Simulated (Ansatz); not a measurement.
# CH6ClNSi (SMILES C[SiH](N)Cl) at CAM-B3LYP/6-31G(d) (spherical functions)

What is the vertical ionisation energy of CH6ClNSi at CAM-B3LYP/6-31G* (spherical functions)? 

The calculation is run with Ansatz 0.2.0.

128 further runs of the same task are left out: 128 set aside as unsound or not needed.

### Step 1. The structure to begin with

CH6ClNSi: 10 atoms, total charge 0, spin state singlet. SMILES: `C[SiH](N)Cl`. The coordinates come from a PBE0-D4/def2-TZVP relaxation. This is one conformer, not always the lowest.

Bond lengths: C1–Si2 1.853 Å, Si2–N3 1.706 Å, Si2–Cl4 2.081 Å, C1–H5 1.092 Å, C1–H6 1.092 Å, C1–H7 1.093 Å, Si2–H8 1.480 Å, N3–H9 1.008 Å, N3–H10 1.008 Å. Some angles: C1–Si2–N3 110.0°, C1–Si2–Cl4 106.9°, N3–Si2–Cl4 113.8°, C1–Si2–H8 113.9°, N3–Si2–H8 107.4°, Cl4–Si2–H8 105.0°, Si2–C1–H5 110.6°, Si2–C1–H6 110.4°, Si2–C1–H7 110.6°, Si2–N3–H9 120.0°.

### Step 2. The energy at CAM-B3LYP/6-31G(d) (spherical functions)

File in.yaml:

```yaml
crystal:
  periodic: [false, false, false]
  atoms:
    - {symbol: C, position_ang: [-0.924300, 0.960300, -0.429600]}
    - {symbol: Si, position_ang: [-0.055600, -0.637600, -0.073400]}
    - {symbol: N, position_ang: [1.200800, -0.379200, 1.050800]}
    - {symbol: Cl, position_ang: [0.594900, -1.392500, -1.900800]}
    - {symbol: H, position_ang: [-1.720000, 0.809500, -1.161600]}
    - {symbol: H, position_ang: [-1.359500, 1.369700, 0.485000]}
    - {symbol: H, position_ang: [-0.226900, 1.694300, -0.841400]}
    - {symbol: H, position_ang: [-0.936500, -1.689500, 0.482600]}
    - {symbol: H, position_ang: [1.847500, 0.382600, 0.917600]}
    - {symbol: H, position_ang: [1.662700, -1.168700, 1.473800]}
basis:
  gaussian: {orbitals: 6-31G_st_-spherical.json}
accuracy: high
output: {orbitals: {seedname: orbitals}}
hamiltonian: {xc: {name: CAM-B3LYP}}
```

The basis set 6-31G* is read from a file made from the Basis Set Exchange's data (not shown).

Started as:

```console
ansatz run in.yaml --threads 1 --pin off --max-ram 3480MiB --events-out events.jsonl --progress --plain --runs-dir runs
```

Output:

```text
Warning: RAYON_NUM_THREADS=1 ignored (pool sized by the plan → 1); use --threads N
Functional definition: CAM-B3LYP
  name "CAM-B3LYP"
  parameter alpha = 0.19
  parameter beta = 0.46
  parameter omega = 0.33/bohr
  parameter ac = 0.81
  exchange = (1 - alpha - beta)*b88_x + beta*b88_x_sr(omega) + alpha*exact_x + beta*exact_x_lr(omega)
  correlation = (1 - ac)*vwn5_c + ac*lyp_c
1774 factors; integrals over basis functions are off by at most 3.6e-9 eV
420 factors; integrals over basis functions are off by at most 2.3e-9 eV
mean field evaluation 1: about -23019.4223 eV, gradient 5.4e1 eV
mean field evaluation 2: about -23018.9781 eV, gradient 5.5e1 eV
mean field evaluation 4: about -23025.3857 eV, gradient 1.5e0 eV
mean field evaluation 8: about -23025.5685 eV, gradient 8.8e-2 eV
mean field evaluation 16: about -23025.5685 eV, gradient 3.4e-6 eV
mean field -23025.56851552 eV, -846.1740356545 hartree, gradient 6.2e-8 eV, S^2 0.000000; 0 other end points of the search recorded, 0 dependent functions left out
reference -23025.56853443 eV, -846.1740363494 hartree; 25, 25 occupied and 51, 51 virtual orbitals, 1774 factors
Total energy: -23025.56853443 eV, -846.1740363494 hartree
```

Wall time 7.8 s (1 thread of Arm Neoverse V2, shared host); peak memory 0.29 GiB.

### Step 3. The doublet cation

File in.yaml:

```yaml
basis:
  gaussian:
    orbitals: 6-31G_st_-spherical.json
crystal:
  periodic: [false, false, false]
  atoms:
    - symbol: C
      position_ang: [-0.924300, 0.960300, -0.429600]
    - symbol: Si
      position_ang: [-0.055600, -0.637600, -0.073400]
    - symbol: "N"
      position_ang: [1.200800, -0.379200, 1.050800]
    - symbol: Cl
      position_ang: [0.594900, -1.392500, -1.900800]
    - symbol: H
      position_ang: [-1.720000, 0.809500, -1.161600]
    - symbol: H
      position_ang: [-1.359500, 1.369700, 0.485000]
    - symbol: H
      position_ang: [-0.226900, 1.694300, -0.841400]
    - symbol: H
      position_ang: [-0.936500, -1.689500, 0.482600]
    - symbol: H
      position_ang: [1.847500, 0.382600, 0.917600]
    - symbol: H
      position_ang: [1.662700, -1.168700, 1.473800]
hamiltonian:
  xc: {name: CAM-B3LYP}
total_charge: 1
magnetization:
  spin_polarized: true
  initial_magnetization: 1
output:
  orbitals: {seedname: orbitals}
accuracy: high
```

The basis set 6-31G* is read from a file made from the Basis Set Exchange's data (not shown).

Started as:

```console
ansatz run in.yaml --threads 1 --pin off --max-ram 3480MiB --events-out events.jsonl --progress --plain --runs-dir runs
```

Output, shortened:

```text
Warning: RAYON_NUM_THREADS=1 ignored (pool sized by the plan → 1); use --threads N
Functional definition: CAM-B3LYP
  name "CAM-B3LYP"
[...]
1773 factors; integrals over basis functions are off by at most 3.6e-9 eV
420 factors; integrals over basis functions are off by at most 2.2e-9 eV
[...]
mean field -23015.42873594 eV, -845.8014056278 hartree, gradient 1.6e-8 eV, S^2 0.760050; 4 other end points of the search recorded, 0 dependent functions left out
reference -23015.42875424 eV, -845.8014063003 hartree; 25, 24 occupied and 51, 52 virtual orbitals, 1773 factors
Total energy: -23015.42875424 eV, -845.8014063003 hartree
```

It took 25 s on 1 thread of Arm Neoverse V2, shared host; peak memory 0.43 GiB.

### Step 4. Results

At CAM-B3LYP/6-31G* (spherical functions):

```
                                          quantity          value
                    singlet CH6ClNSi: total energy  -846.17404 Eh
                     singlet CH6ClNSi: HOMO energy       -9.04 eV
                     singlet CH6ClNSi: LUMO energy        2.52 eV
                   singlet CH6ClNSi: HOMO–LUMO gap       11.56 eV
                      doublet cation: total energy  -845.80141 Eh
doublet cation: HOMO energy (highest over α and β)      -15.17 eV
 doublet cation: LUMO energy (lowest over α and β)      -11.25 eV
                              doublet cation: ⟨S²⟩          0.760
vertical ionisation energy (to the doublet cation)      10.140 eV
```

The vertical ionisation energy comes to 10.14 eV (978 kJ/mol). −ε(HOMO) before ionisation, 9.04 eV, is 1.10 eV below this ionisation energy.
